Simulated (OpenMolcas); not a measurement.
# One shape, several levels: triplet CH5BClNO

We compute a comparison of 6 runs (UHF/STO-3G, UHF/3-21G, U-r2SCAN/6-31G*, USVWN5/6-31G*, ROMP2/6-31G*, ROCCSD(T)/6-31G*) of triplet CH5BClNO. 

Program for the calculation: OpenMolcas 26.06.

1 further run of the same task is left out (set aside as unsound or not needed).

## Step 1: The structure to begin with

The species is CH5BClNO (10 atoms), meant as a triplet with charge 0. As SMILES of the parent species, `NB(Cl)CO`. The shape is that of a PBE0-D4/def2-TZVP optimisation. This is one conformer, not always the lowest. That shape belongs to the parent species and isn't relaxed for this state.

Bond lengths: N1–B2 1.386 Å, B2–Cl3 1.784 Å, B2–C4 1.577 Å, C4–O5 1.413 Å, N1–H6 1.005 Å, N1–H7 1.006 Å, C4–H8 1.096 Å, C4–H9 1.105 Å, O5–H10 0.962 Å. Some angles: N1–B2–Cl3 118.3°, N1–B2–C4 123.5°, Cl3–B2–C4 118.2°, B2–C4–O5 116.0°, B2–N1–H6 123.2°, B2–N1–H7 122.4°, B2–C4–H8 109.8°, B2–C4–H9 107.4°, O5–C4–H8 107.3°, O5–C4–H9 110.4°.

## Step 2: A single-point energy at UHF/STO-3G (run 1)

The input, mol.inp:

```
&GATEWAY
  BasLib=$CurrDir
  Coord
  10
  bohr
  N     -2.79925131     1.45527809     0.49850975
  B     -0.24793207     0.86606148     0.51513934
  Cl     1.84890804     2.89392659     2.20379861
  C      0.91613923    -1.44526254    -0.96224854
  O      3.25883270    -2.35063033    -0.05706973
  H     -3.51564648     2.99597180     1.34907548
  H     -4.08955631     0.37152016    -0.38021290
  H     -0.41082646    -3.03603399    -0.93579238
  H      1.07714389    -0.88628155    -2.96724796
  H      4.11922501    -0.96130368     0.74115059
  Basis=STO-3G
  Group=NoSym

&SEWARD

&SCF
  UHF
  Spin=3
  Thresholds=1e-10 1e-07 1e-07 1e-05
  PrOrbitals=1 1
```

The basis set STO-3G is read from a file made from the Basis Set Exchange's data (not shown).

Started as:

```sh
$ export MOLCAS_MEM=1860
$ pymolcas mol.inp > mol.log
```

Standard output:

```text
--- Start Module: gateway ---
[...]
--- Stop Module: gateway /rc=_RC_ALL_IS_WELL_ ---
--- Start Module: seward ---
[...]
      Basis functions           34
--- Stop Module: seward /rc=_RC_ALL_IS_WELL_ ---
[...]
--- Start Module: scf ---
[...]
       Convergence after  24 Iterations
[...]
::    Total SCF energy                               -646.6933645574
[...]
      Total spin, S                                     1.0069004979
[...]
      Total electronic charge=   48.000000
      Total            charge=   -0.000000
[...]
      Dipole Moment (debye):
      Origin of the operator (angstrom)=    0.4722    0.4246    0.4269
                   X= -7.9428E+00               Y=  1.7103E+00               Z= -7.9945E-01           Total=  8.1640E+00
      Quadrupole Moment (debye*angstrom):
[...]
--- Stop Module: scf /rc=_RC_ALL_IS_WELL_ ---
[...]
```

Run time: 4.5 s. Hardware: 1 thread of AMD EPYC 7R43 (Zen 3), shared host; peak memory 0.37 GiB.

## Step 3: A single-point energy at UHF/3-21G (run 2)

The input, mol.inp:

```
* CH5BClNO Hartree-Fock
&GATEWAY
BasLib=$CurrDir
Coord
10
bohr
N     -2.79925131     1.45527809     0.49850975
B     -0.24793207     0.86606148     0.51513934
Cl     1.84890804     2.89392659     2.20379861
C      0.91613923    -1.44526254    -0.96224854
O      3.25883270    -2.35063033    -0.05706973
H     -3.51564648     2.99597180     1.34907548
H     -4.08955631     0.37152016    -0.38021290
H     -0.41082646    -3.03603399    -0.93579238
H      1.07714389    -0.88628155    -2.96724796
H      4.11922501    -0.96130368     0.74115059
Basis=3-21G
Group=NoSym
&SEWARD
&SCF
UHF
Spin=3
Thresholds=1e-10 1e-07 1e-07 1e-05
PrOrbitals=1 1
```

The basis set 3-21G is read from a file made from the Basis Set Exchange's data (not shown).

Started as:

```sh
$ export MOLCAS_MEM=1860
$ pymolcas mol.inp > mol.log
```

Standard output:

```text
--- Start Module: gateway ---
[...]
--- Stop Module: gateway /rc=_RC_ALL_IS_WELL_ ---
--- Start Module: seward ---
[...]
      Basis functions           59
--- Stop Module: seward /rc=_RC_ALL_IS_WELL_ ---
[...]
--- Start Module: scf ---
[...]
       Convergence after  23 Iterations
[...]
::    Total SCF energy                               -650.8452204044
[...]
      Total spin, S                                     1.0068929438
[...]
      Total electronic charge=   48.000000
      Total            charge=   -0.000000
[...]
      Dipole Moment (debye):
      Origin of the operator (angstrom)=    0.4722    0.4246    0.4269
                   X= -8.3609E+00               Y=  2.2538E+00               Z= -9.1133E-01           Total=  8.7072E+00
      Quadrupole Moment (debye*angstrom):
[...]
--- Stop Module: scf /rc=_RC_ALL_IS_WELL_ ---
[...]
```

It took 7.2 s on 1 thread of AMD EPYC 7R43 (Zen 3), shared host; peak memory 0.39 GiB.

Run 3 isn't shown in full; the table further down has it.

## Step 4: The energy at USVWN5/6-31G(d) (spherical functions) (run 4)

The input, mol.input:

```
&GATEWAY
 BasLib=$CurrDir
 Coord
 10
 angstrom
 N       -1.481300       0.770100       0.263800
 B       -0.131200       0.458300       0.272600
 Cl       0.978400       1.531400       1.166200
 C        0.484800      -0.764800      -0.509200
 O        1.724500      -1.243900      -0.030200
 H       -1.860400       1.585400       0.713900
 H       -2.164100       0.196600      -0.201200
 H       -0.217400      -1.606600      -0.495200
 H        0.570000      -0.469000      -1.570200
 H        2.179800      -0.508700       0.392200
 Basis=6-31Gs
 Group=NoSym

&SEWARD
 GridInput
 Grid=UltraFine
 End of Grid

&SCF
 UHF
 Spin=3
 KSDFT=SVWN5
 Thresholds=1e-10 1e-07 1e-07 1e-05
 PrOrbitals=1 1
```

The basis set 6-31G* is read from a file made from the Basis Set Exchange's data (not shown).

Started as:

```sh
$ export MOLCAS_MEM=1860
$ pymolcas mol.input > mol.log
```

Standard output:

```text
--- Start Module: gateway ---
[...]
--- Stop Module: gateway /rc=_RC_ALL_IS_WELL_ ---
--- Start Module: seward ---
[...]
      Basis functions           84
--- Stop Module: seward /rc=_RC_ALL_IS_WELL_ ---
[...]
--- Start Module: scf ---
[...]
       Convergence after  31 Iterations
[...]
::    Total KS-DFT energy                            -652.8467391378
[...]
      Total spin, S                                     1.0007083862
[...]
      Total electronic charge=   48.000000
      Total            charge=   -0.000000
[...]
      Dipole Moment (debye):
      Origin of the operator (angstrom)=    0.4722    0.4246    0.4269
                   X= -2.5033E+00               Y= -9.7919E-02               Z= -1.2736E+00           Total=  2.8104E+00
      Quadrupole Moment (debye*angstrom):
[...]
--- Stop Module: scf /rc=_RC_ALL_IS_WELL_ ---
[...]
```

It took 54 s on 1 thread of AMD EPYC 7R43 (Zen 3), shared host; peak memory 0.46 GiB.

Run 5 isn't shown in full; the table further down has it.

## Step 5: A single-point energy at ROCCSD(T)/6-31G(d) (spherical functions) (run 6)

The input, test.input:

```
>>> EXPORT MOLCAS_PRINT=2

&gateway
 baslib=$CurrDir
 coord
 10
 angstrom
 N       -1.481300       0.770100       0.263800
 B       -0.131200       0.458300       0.272600
 Cl       0.978400       1.531400       1.166200
 C        0.484800      -0.764800      -0.509200
 O        1.724500      -1.243900      -0.030200
 H       -1.860400       1.585400       0.713900
 H       -2.164100       0.196600      -0.201200
 H       -0.217400      -1.606600      -0.495200
 H        0.570000      -0.469000      -1.570200
 H        2.179800      -0.508700       0.392200
 basis=6-31Gs
 group=NoSym

&seward

&scf
 uhf
 spin=3
 thresholds=1e-10 1e-07 1e-07 1e-05
 prorbitals=1 2

&rasscf
 fileorb=$Project.UnaOrb
 spin=3
 nactel=2 0 0
 inactive=23
 ras2=2
 outorbitals=Canonical
 orblisting=Few

&motra
 jobiph
 frozen=9

&ccsdt
 cct
 triples=3
 iterations=80
 accuracy=1e-08
 extrapolation=5 4
```

The basis set 6-31G* is read from a file made from the Basis Set Exchange's data (not shown).

Started as:

```sh
$ export MOLCAS_MEM=1860
$ pymolcas test.input > test.log
```

Standard output:

```text
--- Start Module: gateway ---
[...]
--- Stop Module: gateway /rc=_RC_ALL_IS_WELL_ ---
[...]
      Basis functions           84
[...]
       Convergence after  23 Iterations
[...]
::    Total SCF energy                               -654.1033816238
[...]
      Total spin, S                                     1.0073986968
[...]
      Number of active orbitals                  2
[...]
      Spin quantum number                      1.0
[...]
      Active orbitals                            2
[...]
      Number of CSFs                             1
[...]
      Number of root(s) required                 1
[...]
      Convergence after 11 iterations
[...]
      printout of CI-coefficients larger than  0.05 for root  1
      energy=    -654.094768
      conf/sym  11     Coeff  Weight
             1  uu   1.00000 1.00000
      Natural orbitals and occupation numbers for root  1
      sym 1:   1.000000   1.000000
      ************************************************************************************************************************
      *                                                    Final results                                                     *
[...]
::    RASSCF root number  1 Total energy:   -654.09476765
[...]
      Total electronic charge=   48.000000
      Total            charge=   -0.000000
[...]
      Dipole Moment (debye):
      Origin of the operator (angstrom)=    0.4722    0.4246    0.4269
                   X= -7.8890E+00               Y=  2.2428E+00               Z= -7.3014E-01           Total=  8.2341E+00
      Quadrupole Moment (debye*angstrom):
[...]
--- Start Module: motra ---
[...]
      *** WARNING: Default frozen orbitals is overwritten by user input.
      *** Default values:   9
[...]
--- Stop Module: motra /rc=_RC_ALL_IS_WELL_ ---
[...]
--- Start Module: ccsdt ---
[...]
      Convergence after                    38  Iterations
      Total energy (diff) :    -654.79376818      -0.00000000
[...]
 METHOD                       : CCSD+T(CCSD)+<T3(1)WT1>+<T3(1)UT2> = CCSD(T)
[...]
       CCSD     =      -654.7937681830591
[...]
--- Stop Module: ccsdt /rc=_RC_ALL_IS_WELL_ ---
[...]
```

Wall time 2.1 min (1 thread of AMD EPYC 7R43 (Zen 3), shared host); peak memory 0.46 GiB.

## Step 6: Overview of the runs

```csv
run,level,integration grid,frozen core orbitals,energy (Eh),dipole moment (D),HOMO energy (eV),⟨S²⟩,wall time
1,UHF/STO-3G,–,–,-646.693365,8.16,-3.18,2.021,4.5 s
2,UHF/3-21G,–,–,-650.845220,8.71,-4.91,2.021,7.2 s
3,U-r2SCAN/6-31G* (spherical functions),UltraFine,–,-655.835309,3.26,-0.71,2.008,1.9 min
4,USVWN5/6-31G* (spherical functions),UltraFine,–,-652.846739,2.81,-0.31,2.002,54 s
5,ROMP2/6-31G* (spherical functions),–,9,-654.749009,–,–,–,21 s
6,ROCCSD(T)/6-31G* (spherical functions),–,9,-654.810850,–,–,–,2.1 min
```

## Step 7: Outcome

| quantity | value |
| --- | --- |
| run 6: total energy | -654.81085 Eh |
| run 6: (T) correction | -17.08 mEh |

What this shows: Over runs 1, 2, 3, 4 the dipole moment (its size) runs from 2.81 D (USVWN5/6-31G*) to 8.71 D (UHF/3-21G). The two ends differ in method and basis. So wide a spread suggests that the runs ended on unlike SCF solutions, not only an effect of the method. Totals of different functionals can't be ranked against each other. In run 1 the basis is minimal, so the values are rough. All runs together took 5.5 min, the longest 2.1 min.
